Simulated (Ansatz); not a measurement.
This was printed by a script on the Python package of Ansatz (0.2.0), for a geometry optimisation of CH3NOSi, SMILES N=C1O[SiH2]1. What did the script look like? Level of theory: Hartree-Fock, def2-SVP basis, multiplicity 1.

```yaml
atoms:
  - { symbol: N, position_ang: [-1.0200, -1.5905, -0.3925] }
  - { symbol: C, position_ang: [-0.2730, -0.6390, -0.0349] }
  - { symbol: O, position_ang: [0.7381, -0.6720, 0.7671] }
  - { symbol: Si, position_ang: [0.5570, 0.9084, 0.1259] }
  - { symbol: H, position_ang: [-1.7696, -1.1822, -1.0671] }
  - { symbol: H, position_ang: [0.1444, 1.8272, 1.2528] }
  - { symbol: H, position_ang: [1.6843, 1.2801, -0.6971] }
```

```console
$ python opt_ch3nosi.py
ch3nosi: step   1  E = -12450.956279 eV  largest force component 2.9491 eV/A
ch3nosi: step   2  E = -12451.286204 eV  largest force component 1.6175 eV/A
ch3nosi: step   3  E = -12451.335679 eV  largest force component 0.4105 eV/A
ch3nosi: step   4  E = -12451.350853 eV  largest force component 0.2717 eV/A
ch3nosi: step   5  E = -12451.355909 eV  largest force component 0.1177 eV/A
ch3nosi: step   6  E = -12451.355214 eV  largest force component 0.2122 eV/A
ch3nosi: step   7  E = -12451.356443 eV  largest force component 0.0287 eV/A
ch3nosi: step   8  E = -12451.356483 eV  largest force component 0.0062 eV/A
ch3nosi: step   9  E = -12451.356484 eV  largest force component 0.0018 eV/A
ch3nosi: reference energy    -12451.356484 eV
ch3nosi: total energy        -12451.356484 eV
occupied orbitals outside the frozen core (up, down): [19, 19]  frozen: 0  virtual: [56, 56]
ch3nosi: pair        before    after (A)
N0-C1        1.2614   1.2353
N0-H4        1.0880   1.0058
C1-O2        1.2910   1.3601
C1-Si3       1.7633   1.8105
O2-Si3       1.7151   1.6869
Si3-H5       1.5114   1.4663
Si3-H6       1.4444   1.4663
  atom  mulliken  lowdin
0    N    -0.248   0.032
1    C     0.139  -0.247
2    O    -0.553  -0.047
3   Si     0.763   0.447
4    H     0.134  -0.006
5    H    -0.117  -0.089
6    H    -0.117  -0.089
dipole (e A): [ 0.0418  0.9709 -0.2405]
```

One script that gives this output:

The script, `opt_ch3nosi.py`:
```python
"""Minimum-energy structure of CH3NOSi."""

import itertools
import logging
import sys
import warnings

import ansatz as az
from ase.data import atomic_numbers, covalent_radii
import numpy as np
import pandas as pd

logging.basicConfig(stream=sys.stdout, format="%(name)s: %(message)s")
logger = logging.getLogger("ch3nosi")
logger.setLevel(logging.INFO)

BASIS_SET = "def2-SVP"
XC = "HF"

warnings.simplefilter("ignore", az.DeckWarning)

ch3nosi = (
    az.Crystal.molecule()
    .atom("N", [-1.02, -1.5905, -0.3925])
    .atom("C", [-0.273, -0.639, -0.0349])
    .atom("O", [0.7381, -0.672, 0.7671])
    .atom("Si", [0.557, 0.9084, 0.1259])
    .atom("H", [-1.7696, -1.1822, -1.0671])
    .atom("H", [0.1444, 1.8272, 1.2528])
    .atom("H", [1.6843, 1.2801, -0.6971])
)

calculation = (
    ch3nosi.calculation()
    .basis(gaussian=BASIS_SET)
    .functional(XC)
    .accuracy("medium")
)
symbols = [site.symbol for site in ch3nosi.cartesian_sites]
start = np.array([site.position_ang for site in ch3nosi.cartesian_sites], dtype=float)
def progress(event):
    if event["event"] == "relax_step":
        row = event["data"]
        logger.info(f"step {row['step']:3d}  E = {row['lagrangian_ev']:.6f} eV  largest force component {row['allowed_force_max_ev_ang']:.4f} eV/A")


rep = calculation.relax(force_tolerance=0.005, max_steps=100).session().plan().execute(on_event=progress).report
end = np.array(rep["positions_ang"])

logger.info("reference energy %16.6f eV" % rep["reference_energy_ev"])
logger.info("total energy     %16.6f eV" % rep["free_energy_ev"])
print("occupied orbitals outside the frozen core (up, down):", rep["n_occupied"], " frozen:", rep["n_frozen"], " virtual:", rep["n_virtual"])

# pairs closer than 1.2 times the sum of covalent radii, before or after
radius = [covalent_radii[atomic_numbers[s]] for s in symbols]
span = lambda where, i, j: np.linalg.norm(where[i] - where[j])
bonded = [(i, j) for i, j in itertools.combinations(range(len(symbols)), 2) if min(span(start, i, j), span(end, i, j)) < 1.2 * (radius[i] + radius[j])]
logger.info("pair        before    after (A)")
for i, j in bonded:
    print(f"{symbols[i]}{i}-{symbols[j]}{j}".ljust(10), f"{span(start, i, j):8.4f} {span(end, i, j):8.4f}")

charges = rep["charge_distribution"]
table = pd.DataFrame({"atom": symbols, "mulliken": charges["mulliken_charges_e"], "lowdin": charges["lowdin_charges_e"]})
print(table.round(3).to_string())
print("dipole (e A):", np.round(charges["dipole_moment_e_ang"], 4) + 0.0)
```

The settings weren't tested for convergence. The end point is the stationary point reached from this start; no frequency run checks that it is a minimum, and the basis set is modest. The Löwdin charges here are taken after orthogonalising the functions within each atom; they differ from plain Löwdin charges, and their signs can be unphysical. Run time: 13 s on 1 thread of Arm Neoverse V1 (shared host), peak memory 0.25 GiB.
